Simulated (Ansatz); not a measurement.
# K26CaCl27 (Sylvite): the cost of one run

Program: Ansatz 0.2.0. Level of theory: DFT, PBE, plane-wave PAW, default files, scalar-relativistic. These are calculated values, not measurements.

1 further run of the same task is left out (it didn't finish).

## Step 1: The system as given

It takes space group Fm-3m (No. 225, cubic). The conventional cell has a = 18.879 Å, b = 18.879 Å, c = 18.879 Å, α = 90.00°, β = 90.00°, γ = 90.00°. Ca (site symmetry m-3m) has 6 Cl at 3.15 Å as nearest neighbours. K (site symmetry mm2) has 6 Cl at 3.15 Å as nearest neighbours. K (site symmetry 3m) is surrounded by 6 Cl at 3.15 Å. K (site symmetry 4mm) is surrounded by 6 Cl at 3.15 Å. Cl (site symmetry 3m) has 6 K at 3.15 Å as nearest neighbours. Cl (site symmetry 4mm) has 5 K at 3.15 Å and 1 Ca at 3.15 Å as nearest neighbours. Around Cl (site symmetry mm2) lie 6 K at 3.15 Å. Cl (site symmetry m-3m) is surrounded by 6 K at 3.15 Å.

Structure file:

```
CELL_PARAMETERS angstrom
0.00000 9.43941 9.43941
9.43941 0.00000 9.43941
9.43941 9.43941 0.00000
ATOMIC_POSITIONS crystal
Ca 0.00000 0.00000 0.00000
K 0.00000 0.00000 0.33333
K 0.00000 0.00000 0.66667
K 0.00000 0.33333 0.00000
K 0.00000 0.33333 0.33333
K 0.00000 0.33333 0.66667
K 0.00000 0.66667 0.00000
K 0.00000 0.66667 0.33333
K 0.00000 0.66667 0.66667
K 0.33333 0.00000 0.00000
K 0.33333 0.00000 0.33333
K 0.33333 0.00000 0.66667
K 0.33333 0.33333 0.00000
K 0.33333 0.33333 0.33333
K 0.33333 0.33333 0.66667
K 0.33333 0.66667 0.00000
K 0.33333 0.66667 0.33333
K 0.33333 0.66667 0.66667
K 0.66667 0.00000 0.00000
K 0.66667 0.00000 0.33333
K 0.66667 0.00000 0.66667
K 0.66667 0.33333 0.00000
K 0.66667 0.33333 0.33333
K 0.66667 0.33333 0.66667
K 0.66667 0.66667 0.00000
K 0.66667 0.66667 0.33333
K 0.66667 0.66667 0.66667
Cl 0.16667 0.16667 0.16667
Cl 0.16667 0.16667 0.50000
Cl 0.16667 0.16667 0.83333
Cl 0.16667 0.50000 0.16667
Cl 0.16667 0.50000 0.50000
Cl 0.16667 0.50000 0.83333
Cl 0.16667 0.83333 0.16667
Cl 0.16667 0.83333 0.50000
Cl 0.16667 0.83333 0.83333
Cl 0.50000 0.16667 0.16667
Cl 0.50000 0.16667 0.50000
Cl 0.50000 0.16667 0.83333
Cl 0.50000 0.50000 0.16667
Cl 0.50000 0.50000 0.50000
Cl 0.50000 0.50000 0.83333
Cl 0.50000 0.83333 0.16667
Cl 0.50000 0.83333 0.50000
Cl 0.50000 0.83333 0.83333
Cl 0.83333 0.16667 0.16667
Cl 0.83333 0.16667 0.50000
Cl 0.83333 0.16667 0.83333
Cl 0.83333 0.50000 0.16667
Cl 0.83333 0.50000 0.50000
Cl 0.83333 0.50000 0.83333
Cl 0.83333 0.83333 0.16667
Cl 0.83333 0.83333 0.50000
Cl 0.83333 0.83333 0.83333
```

Atom 1 of the input is the impurity.

## Step 2: First run, atoms as given

input.yaml reads:

```yaml
crystal:
  lattice:
    - [0.0, 9.43941, 9.43941]
    - [9.43941, 0.0, 9.43941]
    - [9.43941, 9.43941, 0.0]
  atoms:
    - { symbol: Ca, position: [0.0, 0.0, 0.0] }
    - { symbol: K, position: [0.0, 0.0, 0.3333333333] }
    - { symbol: K, position: [0.0, 0.0, 0.6666666667] }
    - { symbol: K, position: [0.0, 0.3333333333, 0.0] }
    - { symbol: K, position: [0.0, 0.3333333333, 0.3333333333] }
    - { symbol: K, position: [0.0, 0.3333333333, 0.6666666667] }
    - { symbol: K, position: [0.0, 0.6666666667, 0.0] }
    - { symbol: K, position: [0.0, 0.6666666667, 0.3333333333] }
    - { symbol: K, position: [0.0, 0.6666666667, 0.6666666667] }
    - { symbol: K, position: [0.3333333333, 0.0, 0.0] }
    - { symbol: K, position: [0.3333333333, 0.0, 0.3333333333] }
    - { symbol: K, position: [0.3333333333, 0.0, 0.6666666667] }
    - { symbol: K, position: [0.3333333333, 0.3333333333, 0.0] }
    - { symbol: K, position: [0.3333333333, 0.3333333333, 0.3333333333] }
    - { symbol: K, position: [0.3333333333, 0.3333333333, 0.6666666667] }
    - { symbol: K, position: [0.3333333333, 0.6666666667, 0.0] }
    - { symbol: K, position: [0.3333333333, 0.6666666667, 0.3333333333] }
    - { symbol: K, position: [0.3333333333, 0.6666666667, 0.6666666667] }
    - { symbol: K, position: [0.6666666667, 0.0, 0.0] }
    - { symbol: K, position: [0.6666666667, 0.0, 0.3333333333] }
    - { symbol: K, position: [0.6666666667, 0.0, 0.6666666667] }
    - { symbol: K, position: [0.6666666667, 0.3333333333, 0.0] }
    - { symbol: K, position: [0.6666666667, 0.3333333333, 0.3333333333] }
    - { symbol: K, position: [0.6666666667, 0.3333333333, 0.6666666667] }
    - { symbol: K, position: [0.6666666667, 0.6666666667, 0.0] }
    - { symbol: K, position: [0.6666666667, 0.6666666667, 0.3333333333] }
    - { symbol: K, position: [0.6666666667, 0.6666666667, 0.6666666667] }
    - { symbol: Cl, position: [0.1666666667, 0.1666666667, 0.1666666667] }
    - { symbol: Cl, position: [0.1666666667, 0.1666666667, 0.5] }
    - { symbol: Cl, position: [0.1666666667, 0.1666666667, 0.8333333333] }
    - { symbol: Cl, position: [0.1666666667, 0.5, 0.1666666667] }
    - { symbol: Cl, position: [0.1666666667, 0.5, 0.5] }
    - { symbol: Cl, position: [0.1666666667, 0.5, 0.8333333333] }
    - { symbol: Cl, position: [0.1666666667, 0.8333333333, 0.1666666667] }
    - { symbol: Cl, position: [0.1666666667, 0.8333333333, 0.5] }
    - { symbol: Cl, position: [0.1666666667, 0.8333333333, 0.8333333333] }
    - { symbol: Cl, position: [0.5, 0.1666666667, 0.1666666667] }
    - { symbol: Cl, position: [0.5, 0.1666666667, 0.5] }
    - { symbol: Cl, position: [0.5, 0.1666666667, 0.8333333333] }
    - { symbol: Cl, position: [0.5, 0.5, 0.1666666667] }
    - { symbol: Cl, position: [0.5, 0.5, 0.5] }
    - { symbol: Cl, position: [0.5, 0.5, 0.8333333333] }
    - { symbol: Cl, position: [0.5, 0.8333333333, 0.1666666667] }
    - { symbol: Cl, position: [0.5, 0.8333333333, 0.5] }
    - { symbol: Cl, position: [0.5, 0.8333333333, 0.8333333333] }
    - { symbol: Cl, position: [0.8333333333, 0.1666666667, 0.1666666667] }
    - { symbol: Cl, position: [0.8333333333, 0.1666666667, 0.5] }
    - { symbol: Cl, position: [0.8333333333, 0.1666666667, 0.8333333333] }
    - { symbol: Cl, position: [0.8333333333, 0.5, 0.1666666667] }
    - { symbol: Cl, position: [0.8333333333, 0.5, 0.5] }
    - { symbol: Cl, position: [0.8333333333, 0.5, 0.8333333333] }
    - { symbol: Cl, position: [0.8333333333, 0.8333333333, 0.1666666667] }
    - { symbol: Cl, position: [0.8333333333, 0.8333333333, 0.5] }
    - { symbol: Cl, position: [0.8333333333, 0.8333333333, 0.8333333333] }
total_charge: 1
kpoints:
  mp_grid: { grid: [2, 2, 2] }
scf:
  occupations: { method: fermi_dirac, width: 0.01 }
hamiltonian:
  xc: pbe
  pseudopotentials: { kind: paw }
output:
  forces: true
  stress: true
  populations: true
  efg:
    quadrupole_moments_barn: { Ca: -0.0408, K: 0.0603, Cl: -0.08112 }
    contact_densities: true
  write_density: true
  write_potential: true
  elf: true
  volumetric_format: npy
```

Run with:

```
$ ansatz run input.yaml --threads 4 --pin off --max-ram 8192MiB --backend cpu --events-out ev --progress --plain --runs-dir out
```

What time and memory should one allow on 4 threads of AMD EPYC 9R14 (Zen 4), shared host?

About 27 s, with a peak of 5.9 GiB.
